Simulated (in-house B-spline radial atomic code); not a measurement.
# Ba⁵¹⁺: excited configurations

Wanted: excitation energies of Ba⁵¹⁺ as differences of total energies (ΔSCF).

Program: in-house B-spline radial atomic code version 1. Level of theory: Dirac-Hartree-Fock, average of configuration, Fermi nucleus, basis-set limit. These are calculated values, not measurements, unless marked.

## (1) Starting point

| Item | Value |
| --- | --- |
| element | barium (Z = 56) |
| charge | +51 |
| electrons | 5 |
| configuration | [He] 2s2 2p1 |
| Hamiltonian | Dirac-Coulomb |
| nucleus | Fermi, rms radius 4.838 fm |

Outer shells as boxes (Hund's rule):

[He] 2s2 2p1
```
[He] core
2s [↑↓]
2p [↑ ][  ][  ]
```

The boxes draw the filling by Hund's rule, which heavy ions in jj coupling don't follow; these runs average over all states of the configuration.

The run's settings:

```ini
Z = 56
electrons = 5.0
configuration = [He] 2s2 2p1
hamiltonian = dirac
method = hf
spin_polarised = False
nucleus = fermi
rms_radius = 4.8378
mass_number = 138
atomic_mass = 137.905247059
speed_of_light = 137.035999084
```

This reference run was done before. Its total energy is -4372.345861 hartree, and its levels are (the highest eight at most):

```csv
orbital,occupation,energy (eV),<r> (bohr)
1s1/2,2,-42604.2,0.02545
2s1/2,2,-10163.8,0.1040
2p1/2,0.333333,-10036.4,0.08655
2p3/2,0.666667,-9606.12,0.09180
```

## (2) Configuration [He] 2s1 2p1 6d1

The run's settings:

```ini
Z = 56
electrons = 5.0
configuration = [He] 2s1 2p1 6d1
hamiltonian = dirac
method = hf
spin_polarised = False
nucleus = fermi
rms_radius = 4.8378
mass_number = 138
atomic_mass = 137.905247059
speed_of_light = 137.035999084
```

## (3) Run with [He] 2s2 3d1

The settings differ from step 2 so:

```diff
@@ -2,3 +2,3 @@
 electrons = 5.0
-configuration = [He] 2s1 2p1 6d1
+configuration = [He] 2s2 3d1
 hamiltonian = dirac
```

## (4) [He] 2s2 5d1

The settings differ from step 3 so:

```diff
@@ -2,3 +2,3 @@
 electrons = 5.0
-configuration = [He] 2s2 3d1
+configuration = [He] 2s2 5d1
 hamiltonian = dirac
```

## (5) Configuration [He] 2s2 3p1

The settings differ from step 4 so:

```diff
@@ -2,3 +2,3 @@
 electrons = 5.0
-configuration = [He] 2s2 5d1
+configuration = [He] 2s2 3p1
 hamiltonian = dirac
```

## (6) [He] 2s1 2p1 6p1

The settings differ from step 5 so:

```diff
@@ -2,3 +2,3 @@
 electrons = 5.0
-configuration = [He] 2s2 3p1
+configuration = [He] 2s1 2p1 6p1
 hamiltonian = dirac
```

**Question.** How far above the reference does each configuration lie (order and size, in eV)?

As calculated:

| net move | configuration | energy above the reference (eV) | with Breit, QED, recoil (eV) | largest <r> (bohr) |
| --- | --- | --- | --- | --- |
| 2p → 3p | [He] 2s2 3p1 | 5495.23 | 5489.24 | 0.232 |
| 2p → 3d | [He] 2s2 3d1 | 5603.61 | 5595.28 | 0.199 |
| 2p → 5d | [He] 2s2 5d1 | 8260.54 | 8251.97 | 0.656 |
| 2s → 6p | [He] 2s1 2p1 6p1 | 9118.12 | 9103.55 | 0.999 |
| 2s → 6d | [He] 2s1 2p1 6d1 | 9131.25 | 9116.45 | 0.972 |

Quantum defects of the promoted electron, δ = n − ζ/√(−2ε) with ζ = 52 and ε its orbital energy in hartree:

| promotion | δ |
| --- | --- |
| 2p → 3p | 0.059 |
| 2p → 3d | 0.021 |
| 2p → 5d | 0.028 |
| 2s → 6p | 0.117 |
| 2s → 6d | 0.029 |

**Reading.** The lowest of them is 2p → 3p at 5495.23 eV and the highest 2s → 6d at 9131.25 eV. Of those tabulated, the defect is largest for 6p (0.12) and least for 3d (0.02); at this charge much of the defect is relativistic. Two partly filled shells share a symmetry and can mix in the average, which may lower the energy, for: 2s → 6p. These are averages over configurations, without correlation, not spectroscopic levels.
